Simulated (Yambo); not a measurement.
# TiC (Fm-3m) in Yambo: a series of runs

The runs below take TiC through optical spectrum, with PBEsol.

Everything below comes from runs of Yambo 5.3.0. Logs are shortened: lines on timing, memory, paths and dates and some standing lists are left out, and cuts for length are marked.

**1. The crystal as given**

It takes space group Fm-3m (No. 225, cubic). The conventional cell has a = 4.331 Å, b = 4.331 Å, c = 4.331 Å, α = 90.00°, β = 90.00°, γ = 90.00°. Ti (site symmetry m-3m) is surrounded by 6 C at 2.17 Å. Around C (site symmetry m-3m) lie 6 Ti at 2.17 Å.

The cell is a database's computed one.

**2. Optical spectrum, PBEsol**

optics0.in

```
optics
chi
Chimod= "IP"
% BndsRnXd
 1 | 33 |
%
% LongDrXd
 0 | 0 | 1 |
%
% QpntsRXd
 1 | 1 |
%
% EnRngeXd
 0 | 20 | eV
%
% DmRngeXd
 0.1 | 0.1 | eV
%
ETStpsXd= 300
```

scf.in

```
&CONTROL
  calculation = 'scf'
  prefix = 'pwscf'
  outdir = './tmp'
  pseudo_dir = './pseudo'
/
&SYSTEM
  ibrav = 0
  nat = 2
  ntyp = 2
  ecutwfc = 84
  nbnd = 14
  occupations = 'smearing'
  smearing = 'fd'
  degauss = 0.00367493
  force_symmorphic = .true.
/
&ELECTRONS
  conv_thr = 4d-10
  electron_maxstep = 120
  mixing_beta = 0.5
/
ATOMIC_SPECIES
Ti    47.8670 Ti.upf
C     12.0110 C.upf
CELL_PARAMETERS angstrom
   0.0000000000    2.1657188437    2.1657188437
   2.1657188437    0.0000000000    2.1657188437
   2.1657188437    2.1657188437    0.0000000000
ATOMIC_POSITIONS crystal
Ti     0.0000000000    0.0000000000    0.0000000000
C      0.5000000000    0.5000000000    0.5000000000
K_POINTS automatic
16 16 16 0 0 0
```

nscf.in

```
&CONTROL
  calculation = 'nscf'
  prefix = 'pwscf'
  outdir = './tmp'
  pseudo_dir = './pseudo'
/
&SYSTEM
  ibrav = 0
  nat = 2
  ntyp = 2
  ecutwfc = 84
  nbnd = 33
  occupations = 'smearing'
  smearing = 'fd'
  degauss = 0.00367493
  force_symmorphic = .true.
/
&ELECTRONS
  conv_thr = 1d-08
  diago_full_acc = .true.
  diago_thr_init = 1d-06
/
ATOMIC_SPECIES
Ti    47.8670 Ti.upf
C     12.0110 C.upf
CELL_PARAMETERS angstrom
   0.0000000000    2.1657188437    2.1657188437
   2.1657188437    0.0000000000    2.1657188437
   2.1657188437    2.1657188437    0.0000000000
ATOMIC_POSITIONS crystal
Ti     0.0000000000    0.0000000000    0.0000000000
C      0.5000000000    0.5000000000    0.5000000000
K_POINTS automatic
16 16 16 0 0 0
```

Potentials or basis: PseudoDojo 0.4.1 SR PBEsol standard.

Run with:

```sh
$ OMP_NUM_THREADS=1 pw.x -in scf.in > scf.out
$ OMP_NUM_THREADS=1 pw.x -in nscf.in > nscf.out
$ cd tmp/pwscf.save; p2y; mv SAVE ../..; cd ../..
$ OMP_NUM_THREADS=1 yambo
$ OMP_NUM_THREADS=1 yambo -F optics0.in -J optics0 -C optics0_out
```

Yambo's report:

```text
[... sections 02.01 to 02.04 as in the set-up run ...]

  [02.05] Energies & Occupations
  ==============================

  [X] === General ===
  [X] Electronic Temperature                        :  0.258606E-1   300.100    [eV K]
  [X] Bosonic    Temperature                        :  0.258606E-1   300.100    [eV K]
  [X] Finite Temperature mode                       : yes
  [X] El. density                                   :  0.78756E+24 [cm-3]
  [X] Fermi Level                                   :  14.61189 [eV]

  [X] === Gaps and Widths ===
  [X] Conduction Band Min                           :  14.61189 [eV]
  [X] Valence Band Max                              :  14.61189 [eV]
  [X] Filled Bands                                  :   5
  [X] Metallic Bands                                :   6   9
  [X] Empty Bands                                   :   10   33

  [X] === Metallic Characters ===
  [X] N of el / N of met el                         :  16.00000   5.94055
  [X] Average metallic occ.                         :  0.371284

  [WARNING] [X] Metallic system

 [03] Transferred momenta grid and indexing
 ==========================================

 IBZ Q-points                                      :  145
 BZ  Q-points                                      :   4096

 K/Q-points units:
 rlu = crystal or reduced units; cc = cartesian coordinates; iku = interal k-units

 Q [  1]        [rlu]:  0.000000  0.000000  0.000000
 Q [  2]        [rlu]:  0.19765E-17  0.19765E-17  0.62500E-01
 Q [  3]        [rlu]:  0.39530E-17  0.39530E-17  0.12500
 Q [  4]        [rlu]:  0.15288E-16  0.15288E-16  0.18750
 Q [  5]        [rlu]:  0.79060E-17  0.79060E-17  0.25000
 Q [  6]        [rlu]:  0.52444E-18  0.52444E-18  0.31250
 Q [  7]        [rlu]:  0.30575E-16  0.30575E-16  0.37500
 Q [  8]        [rlu]:  0.21919E-16 -0.58365E-17  0.43750
 Q [  9]        [rlu]: -0.15812E-16 -0.15812E-16 -0.50000
 Q [ 10]        [rlu]:  0.71866E-17  0.62500E-01  0.62500E-01
 Q [ 11]        [rlu]:  0.15854E-16  0.62500E-01  0.12500
 Q [ 12]        [rlu]: -0.14126E-16  0.62500E-01  0.18750
 Q [ 13]        [rlu]:  0.19489E-16  0.62500E-01  0.25000
 Q [ 14]        [rlu]:  0.79060E-17  0.62500E-01  0.31250
 Q [ 15]        [rlu]:  0.89266E-17  0.62500E-01  0.37500
 Q [ 16]        [rlu]:  0.38977E-16  0.62500E-01  0.43750
 Q [ 17]        [rlu]:  0.25656E-17  0.62500E-01  0.50000
 Q [ 18]        [rlu]: -0.15812E-16  0.62500E-01 -0.43750
 Q [ 19]        [rlu]: -0.25656E-17  0.62500E-01 -0.37500
 Q [ 20]        [rlu]:  0.55826E-17  0.62500E-01 -0.31250
 Q [ 21]        [rlu]: -0.52444E-18  0.62500E-01 -0.25000
 Q [ 22]        [rlu]: -0.79060E-17  0.62500E-01 -0.18750
 Q [ 23]        [rlu]:  0.27913E-17  0.62500E-01 -0.12500
 Q [ 24]        [rlu]:  0.99248E-17  0.62500E-01 -0.62500E-01
 Q [ 25]        [rlu]:  0.14373E-16  0.12500      0.12500
 Q [ 26]        [rlu]:  0.15536E-16  0.12500      0.18750
 Q [ 27]        [rlu]:  0.31709E-16  0.12500      0.25000
 Q [ 28]        [rlu]:  0.29165E-16  0.12500      0.31250
 Q [ 29]        [rlu]: -0.28252E-16  0.12500      0.37500
 Q [ 30]        [rlu]:  0.36682E-16  0.12500      0.43750
 Q [ 31]        [rlu]:  0.17075E-16  0.12500      0.50000
 Q [ 32]        [rlu]: -0.62667E-16  0.12500     -0.43750
 Q [ 33]        [rlu]: -0.15812E-16  0.12500     -0.37500
 Q [ 34]        [rlu]:  0.58365E-17  0.12500     -0.31250
 Q [ 35]        [rlu]:  0.55826E-17  0.12500     -0.25000
 Q [ 36]        [rlu]: -0.52444E-18  0.12500     -0.18750
 Q [ 37]        [rlu]:  0.19850E-16  0.12500     -0.12500
 Q [ 38]        [rlu]:  0.26080E-16  0.18750      0.18750
 Q [ 39]        [rlu]:  0.27313E-16  0.18750      0.25000
 Q [ 40]        [rlu]:  0.40111E-16  0.18750      0.31250
 Q [ 41]        [rlu]:  0.43043E-16  0.18750      0.37500
 Q [ 42]        [rlu]:  0.53740E-16  0.18750      0.43750
 Q [ 43]        [rlu]:  0.17329E-16  0.18750      0.50000
 Q [ 44]        [rlu]: -0.73364E-16  0.18750     -0.43750
 Q [ 45]        [rlu]: -0.26509E-16  0.18750     -0.37500
 Q [ 46]        [rlu]: -0.15812E-16  0.18750     -0.31250
 Q [ 47]        [rlu]: -0.13517E-16  0.18750     -0.25000
 Q [ 48]        [rlu]: -0.30575E-16  0.18750     -0.18750
 Q [ 49]        [rlu]:  0.28747E-16  0.25000      0.25000
 Q [ 50]        [rlu]:  0.26994E-16  0.25000      0.31250

 Remaining 95 points informations can be written running with -fatlog

 [04] Dipoles
 ============

  [04.01] Setup: observables and procedures
  =========================================

  [WF-Oscillators/G space/Transverse up loader] Normalization (few states)  min/max  :  0.20277E-16   1.0000

  [WR./optics0//ndb.dipoles]------------------------------------------------------
   Brillouin Zone Q/K grids (IBZ/BZ)                :    145   4096    145   4096
   RL vectors                                       :  2421 [WF]
   Fragmentation                                    : yes
   Electronic Temperature                           :  300.1000 [K]
   Bosonic    Temperature                           :  300.1000 [K]
   DIP band range                                   :    1   33
   DIP band range limits                            :   9   6
   DIP e/h energy range                             : -1.000000 -1.000000 [eV]
   RL vectors in the sum                            :  2421
   [r,Vnl] included                                 : yes
   Bands ordered                                    : yes
   Direct v evaluation                              : no
   Approach used                                    : G-space v
   Dipoles computed                                 : R V P [G-space]
   Wavefunctions                                    : Perdew, Burke & Ernzerhof SOL(X)+Perdew, Burke & Ernzerhof SOL(C)

  [WARNING] [r,Vnl^pseudo] included in position and velocity dipoles.

  [WARNING] In case H contains other non local terms, these are neglected

 [05] Optics
 ===========

 [X-CG] R(p) Tot o/o(of R):    25440   830164      100

 [WARNING] The system is a metal but Drude term not included.
```

r_setup:

```text
[02] CORE Variables Setup
 =========================

  [02.01] Unit cells
  ==================

  Cell kind             :  FCC
  Atoms in the cell     :  Ti  C
  number of Ti atoms    :  1
  number of C  atoms    :  1

[... 611 lines left out ...]
  [03.01] X indexes
  =================

   [03.01.01] Sigma indexes
   ========================

   [WR./SAVE//ndb.kindx]-----------------------------------------------------------
    Fragmentation                                    : no
    Polarization last K ( bz)                        :   4096
    Polarization last K (ibz)                        :  145
    QP states                                        :    1  145
    X grid is uniform                                : yes
    Grids (string)                                   :  X S
    Grids (int-vector)                               :  1  0  0  1
```

o-optics0.eps_q1_ip:

```text
# Absorption @ Q(1):   0.00000000      0.00000000      1.00000000    [q->0 direction]
#
# [ X ] Hartree size                              :  1
# [GEN] GF Energies                               : Perdew, Burke & Ernzerhof SOL(X)+Perdew, Burke & Ernzerhof SOL(C)
# [GEN] Green`s Function                          : Retarded
#
# [GEN] Gauge                                     : Length
# [GEN] [r,Vnl] included                          : yes
#
#    E[1] [eV]          Im(eps)            Re(eps)
#
        0.000000           0.23474E-15        100.3041
        0.066890           11.91632           101.5757
        0.133779           29.31959           102.5966
        0.200669           51.09493           93.70929
        0.267559           65.68423           77.30184
        0.334448           80.13386           55.94257
[... 292 lines left out ...]
        19.93311           0.830207          -0.518949
        20.00000           0.751764          -0.463517
#
```

Wall time 2 min (1 thread of Arm Neoverse V2, shared host); peak memory 0.33 GiB.

Results:

```
Band gap on the k mesh, mean-field level : none (metal or under the smearing width)
```

Dielectric function (along the field direction of the input):
```csv
energy (eV),real part,imaginary part
0.27,77.30,65.68
0.74,14.92,31.57
1.27,11.19,26.72
1.74,12.88,20.00
2.27,9.06,17.70
2.74,5.99,20.56
3.28,4.29,14.91
3.75,0.95,12.99
4.28,1.10,12.76
4.82,1.03,12.17
5.28,-2.48,12.39
5.82,-1.67,8.86
6.29,-1.24,7.24
6.82,-1.89,9.65
7.29,-2.19,6.98
7.83,-2.53,4.03
8.36,-1.90,4.44
8.83,-1.52,4.44
9.36,-2.60,4.46
9.83,-2.62,2.59
10.37,-1.87,2.13
10.84,-1.28,1.36
11.37,-0.08,1.16
11.84,0.51,1.83
12.37,0.61,2.17
12.91,0.87,3.03
13.38,0.19,2.89
13.91,-0.51,2.64
14.38,-1.25,2.54
14.92,-0.36,1.64
15.38,-0.78,1.78
15.92,-0.12,1.75
16.45,-0.45,1.77
16.92,-0.36,1.47
17.46,-0.42,1.16
17.93,-0.34,1.46
18.46,-0.27,1.46
18.93,-0.61,1.40
19.46,-0.35,0.96
20.00,-0.46,0.75
```

Caveat: the intraband (Drude) term of the metal is left out; the ground state has no gap, which makes the many-body step unreliable; independent-particle spectra lack excitons.

**3. Optical spectrum, PBEsol**

optics1.in

```
optics
chi
Chimod= "HARTREE"
% BndsRnXd
 1 | 33 |
%
NGsBlkXd= 1 Ry
% LongDrXd
 0 | 0 | 1 |
%
% QpntsRXd
 1 | 1 |
%
% EnRngeXd
 0 | 30 | eV
%
% DmRngeXd
 0.1 | 0.1 | eV
%
ETStpsXd= 150
```

scf.in is that of step 2.

nscf.in is that of step 2.

Potentials or basis: PseudoDojo 0.4.1 SR PBEsol standard.

Run with:

```sh
$ OMP_NUM_THREADS=1 pw.x -in scf.in > scf.out
$ OMP_NUM_THREADS=1 pw.x -in nscf.in > nscf.out
$ cd tmp/pwscf.save; p2y; mv SAVE ../..; cd ../..
$ OMP_NUM_THREADS=1 yambo
$ OMP_NUM_THREADS=1 yambo -F optics1.in -J optics1 -C optics1_out
```

Yambo's report:

```text
[... sections 02.01 to 02.04 as in the set-up run ...]

  [02.05] Energies & Occupations
  ==============================

  [X] === General ===
  [X] Electronic Temperature                        :  0.258606E-1   300.100    [eV K]
  [X] Bosonic    Temperature                        :  0.258606E-1   300.100    [eV K]
  [X] Finite Temperature mode                       : yes
  [X] El. density                                   :  0.78756E+24 [cm-3]
  [X] Fermi Level                                   :  14.61189 [eV]

  [X] === Gaps and Widths ===
  [X] Conduction Band Min                           :  14.61189 [eV]
  [X] Valence Band Max                              :  14.61189 [eV]
  [X] Filled Bands                                  :   5
  [X] Metallic Bands                                :   6   9
  [X] Empty Bands                                   :   10   33

  [X] === Metallic Characters ===
  [X] N of el / N of met el                         :  16.00000   5.94055
  [X] Average metallic occ.                         :  0.371284

  [WARNING] [X] Metallic system

 [03] Transferred momenta grid and indexing
 ==========================================

 IBZ Q-points                                      :  145
 BZ  Q-points                                      :   4096

 K/Q-points units:
 rlu = crystal or reduced units; cc = cartesian coordinates; iku = interal k-units

 Q [  1]        [rlu]:  0.000000  0.000000  0.000000
 Q [  2]        [rlu]:  0.19765E-17  0.19765E-17  0.62500E-01
 Q [  3]        [rlu]:  0.39530E-17  0.39530E-17  0.12500
 Q [  4]        [rlu]:  0.15288E-16  0.15288E-16  0.18750
 Q [  5]        [rlu]:  0.79060E-17  0.79060E-17  0.25000
 Q [  6]        [rlu]:  0.52444E-18  0.52444E-18  0.31250
[... 42 lines left out ...]
 Q [ 49]        [rlu]:  0.28747E-16  0.25000      0.25000
 Q [ 50]        [rlu]:  0.26994E-16  0.25000      0.31250

 Remaining 95 points informations can be written running with -fatlog

 [04] Dipoles
 ============

  [04.01] Setup: observables and procedures
  =========================================

  [WF-Oscillators/G space/Transverse up loader] Normalization (few states)  min/max  :  0.20277E-16   1.0000

  [WR./optics1//ndb.dipoles]------------------------------------------------------
   Brillouin Zone Q/K grids (IBZ/BZ)                :    145   4096    145   4096
   RL vectors                                       :  2421 [WF]
   Fragmentation                                    : yes
   Electronic Temperature                           :  300.1000 [K]
   Bosonic    Temperature                           :  300.1000 [K]
   DIP band range                                   :    1   33
   DIP band range limits                            :   9   6
   DIP e/h energy range                             : -1.000000 -1.000000 [eV]
   RL vectors in the sum                            :  2421
   [r,Vnl] included                                 : yes
   Bands ordered                                    : yes
   Direct v evaluation                              : no
   Approach used                                    : G-space v
   Dipoles computed                                 : R V P [G-space]
   Wavefunctions                                    : Perdew, Burke & Ernzerhof SOL(X)+Perdew, Burke & Ernzerhof SOL(C)

  [WARNING] [r,Vnl^pseudo] included in position and velocity dipoles.

  [WARNING] In case H contains other non local terms, these are neglected

 [05] Optics
 ===========

 [X-CG] R(p) Tot o/o(of R):    25440   830164      100

 [WARNING] The system is a metal but Drude term not included.
```

o-optics1.eps_q1_inv_rpa_dyson:

```text
# Absorption @ Q(1):   0.00000000      0.00000000      1.00000000    [q->0 direction]
#
# [ X ] Hartree size                              :   9
# [GEN] GF Energies                               : Perdew, Burke & Ernzerhof SOL(X)+Perdew, Burke & Ernzerhof SOL(C)
# [GEN] Green`s Function                          : Retarded
#
# [GEN] Gauge                                     : Length
# [GEN] [r,Vnl] included                          : yes
#
#    E[1] [eV]          Im(eps)            Re(eps)            Im(eps_o)          Re(eps_o)
#
        0.000000           0.293474E-7        100.2464           0.23474E-15        100.3041
        0.201342           51.22201           93.55439           51.28474           93.55459
        0.402685           74.06749           19.25280           74.07785           19.24738
        0.604027           29.65139           18.24676           29.67575           18.24561
        0.805369           26.07415           11.90143           26.06986           11.87771
        1.006711           22.15188           18.99388           22.15183           18.98641
[... 142 lines left out ...]
        29.79866           0.133948           0.787752           0.113317           0.968105
        30.00000           0.156792           0.844657           0.131334           1.019423
#
```

Wall time 2.1 min (1 thread of Arm Neoverse V2, shared host); peak memory 0.9 GiB.

Results:

* Band gap on the k mesh, mean-field level: none (metal or under the smearing width)
* Peak of the energy-loss function: 21.9 eV

Dielectric function (along the field direction of the input):
```tsv
energy (eV)	real part	imaginary part
0.40	19.25	74.07
1.41	9.21	20.81
2.42	9.36	15.52
3.42	5.54	14.61
4.43	1.80	11.60
5.44	-2.48	10.76
6.44	-0.26	7.26
7.45	-3.88	6.47
8.46	-1.49	4.36
9.46	-2.72	3.68
10.67	-1.51	1.75
11.68	0.33	1.51
12.68	1.05	2.48
13.69	-0.35	2.84
14.70	-0.99	1.94
15.70	-0.28	1.44
16.71	-0.37	1.51
17.72	0.02	1.30
18.72	0.03	1.56
19.93	-0.59	1.19
```

Energy-loss function:
```
energy (eV)   loss
        0.0  0.000
        1.2  0.027
        2.6  0.041
        3.8  0.084
        5.2  0.075
        6.4  0.138
        7.9  0.190
        9.1  0.182
       10.5  0.277
       11.7  0.631
       13.1  0.328
       14.3  0.304
       15.7  0.669
       16.9  0.672
       18.3  0.736
       19.5  0.741
       20.9  0.945
       22.1  1.907
       23.6  2.069
       24.8  1.791
       26.2  1.659
       27.4  0.928
       28.8  0.406
       30.0  0.212
```

Caveat: the intraband (Drude) term of the metal is left out; the ground state has no gap, which makes the many-body step unreliable; these spectra lack excitons.

(Part 1 of 2 ends here.)
